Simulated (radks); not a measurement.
**Excited configurations of Cs²⁺**

The task here is to estimate one member of a computed series from the others.

Program: radks (a radial shooting solver on a logarithmic mesh, Libxc functionals) version 1. Level of theory: scalar-relativistic Kohn-Sham, PBE, spin-polarised, spherical densities, point nucleus; open shells are filled with parallel spins first. These are calculated values, not measurements, unless marked.

## What is computed

```
element       : caesium (Z = 55)
charge        : +2
electrons     : 53
configuration : [Kr] 4d10 5s2 5p5
```

The outer shells:

Cs²⁺
```
[Kr] core
4d [↑↓][↑↓][↑↓][↑↓][↑↓]
5s [↑↓]
5p [↑↓][↑↓][↑ ]
```

Set-up of the first run:

Settings of this run:

```text
Z 55
configuration [Kr] 4d10 5s2 5p5
relativity scalar-relativistic
functional pbe,pbe
spin polarised
nucleus point
c 137.035999084
```

Among the steps run: Ground configuration: [Kr] 4d10 5s2 5p5.

One of the session's tables, all rows but one given; the rest of the session is left out.

It belongs to the step «Ground configuration: [Kr] 4d10 5s2 5p5». From the orbitals of this run (lengths in bohr):

| level | <r> | outermost maximum (interpolated) | 90 % within | nodes |
| --- | --- | --- | --- | --- |
| 4p up | 0.7392 | 0.673 | 1.08 | 2 |
| 4p down | 0.7391 | 0.673 | 1.08 | 2 |
| 4d up | 0.8359 | 0.720 | 1.26 | 1 |
| 4d down | 0.8348 | 0.721 | 1.26 | 1 |
| 5s up | 1.706 | 1.53 | 2.45 | 4 |
| 5s down | 1.704 | 1.53 | 2.45 | 4 |
| 5p up | 1.984 | 1.75 | 2.89 | 3 |
| 5p down | ? | ? | ? | ? |

Q: Estimate the row for 5p down from the others.

The run gave: <r>: 1.990; outermost maximum (interpolated): 1.75; 90 % within: 2.90; nodes: 3. In the column «<r>» it is the highest.

Caveats from the session: Open shells are spherical and high-spin; term and fine-structure splittings are not resolved.
